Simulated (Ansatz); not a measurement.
# Si₃Ge₃H₁₂: how energies converge with the basis set

How large a basis does Si₃Ge₃H₁₂ need? Two functionals are run in growing sets.

Method: one geometry, several basis sets; program: Ansatz 0.2.0, Gaussian basis.

The runs, in order: PBE0-D4/def2-SVP; ωB97M-V/def2-SVP; PBE0-D4/def2-QZVPP; ωB97M-V/def2-QZVPP; the functionals' def2-TZVPP values are taken from earlier runs.

### 1 Structure used throughout

All runs share one geometry, relaxed beforehand with PBE0-D4 in a triple-zeta def2 set.

SMILES `[SiH2]1[SiH2][GeH2][GeH2][GeH2][SiH2]1`, 18 atoms, charge 0, spin multiplicity 1.

Atoms are counted from 1 here; the program's logs count them from 0.

Bond lengths: Si1–Si2 2.343 Å, Si1–Si6 2.338 Å, Si1–H7 1.491 Å, Si1–H8 1.490 Å, Si2–Ge3 2.388 Å, Si2–H9 1.490 Å, Si2–H10 1.490 Å, Ge3–Ge4 2.426 Å, Ge3–H11 1.540 Å, Ge3–H12 1.542 Å, Ge4–Ge5 2.433 Å, Ge4–H13 1.541 Å, Ge4–H14 1.540 Å, Ge5–Si6 2.386 Å, Ge5–H15 1.541 Å, Ge5–H16 1.541 Å, Si6–H17 1.489 Å, Si6–H18 1.490 Å. Angles: Si2–Si1–Si6 108.6°, Si2–Si1–H7 108.8°, Si2–Si1–H8 110.6°, Si6–Si1–H7 108.2°, Si6–Si1–H8 112.3°, H7–Si1–H8 108.2°, Si1–Si2–Ge3 110.2°, Si1–Si2–H9 109.4°, Si1–Si2–H10 110.1°, Ge3–Si2–H9 109.5°, Ge3–Si2–H10 109.4°, H9–Si2–H10 108.3°, Si2–Ge3–Ge4 109.0°, Si2–Ge3–H11 111.0°, Si2–Ge3–H12 109.1°, Ge4–Ge3–H11 111.8°, Ge4–Ge3–H12 107.9°, H11–Ge3–H12 107.9° and more.

### 2 PBE0-D4 in def2-SVP

Contents of in.yaml:

```yaml
crystal:
  periodic: [false, false, false]
  atoms:
    - {symbol: Si, position_ang: [0.649825, 1.975878, 0.562344]}
    - {symbol: Si, position_ang: [2.186059, 0.226580, 0.823718]}
    - {symbol: Ge, position_ang: [1.232522, -1.827036, 0.066129]}
    - {symbol: Ge, position_ang: [-0.338852, -1.357927, -1.721634]}
    - {symbol: Ge, position_ang: [-2.224909, -0.150199, -0.771439]}
    - {symbol: Si, position_ang: [-1.487113, 1.175448, 1.070546]}
    - {symbol: H, position_ang: [0.656348, 2.412068, -0.863447]}
    - {symbol: H, position_ang: [1.033337, 3.141570, 1.407241]}
    - {symbol: H, position_ang: [2.554387, 0.103876, 2.261929]}
    - {symbol: H, position_ang: [3.424342, 0.512232, 0.046453]}
    - {symbol: H, position_ang: [2.328615, -2.812924, -0.379515]}
    - {symbol: H, position_ang: [0.451657, -2.478926, 1.224549]}
    - {symbol: H, position_ang: [0.352317, -0.468926, -2.773602]}
    - {symbol: H, position_ang: [-0.809475, -2.646497, -2.420997]}
    - {symbol: H, position_ang: [-2.851267, 0.759508, -1.845605]}
    - {symbol: H, position_ang: [-3.298957, -1.155247, -0.313612]}
    - {symbol: H, position_ang: [-2.452294, 2.276281, 1.343050]}
    - {symbol: H, position_ang: [-1.406534, 0.314229, 2.283881]}
basis:
  gaussian: {orbitals: def2-SVP}
hamiltonian: {xc: pbe0, dispersion: d4}
output: {orbitals: {seedname: orbitals}}
```

Further steps of the session: ωB97M-V in def2-SVP; PBE0-D4 in def2-QZVPP; ωB97M-V in def2-QZVPP.

**Question.** What will the summary of the whole plan be? Wanted: PBE0-D4: double and triple zeta above quadruple; ωB97M-V: double and triple zeta above quadruple.

As calculated:

| quantity | value |
| --- | --- |
| PBE0-D4: double and triple zeta above quadruple | 34.03, 4.43 eV |
| ωB97M-V: double and triple zeta above quadruple | 33.94, 4.30 eV |

In words: PBE0-D4 gains 29.61 eV from double to triple zeta, then 4.43 eV more. These are total energies; as a rule much of such shifts cancels in differences, which this series doesn't test. The LUMO of ωB97M-V is positive and keeps falling with the basis (1.32 to 0.79 eV): an unbound level that the basis holds in place.
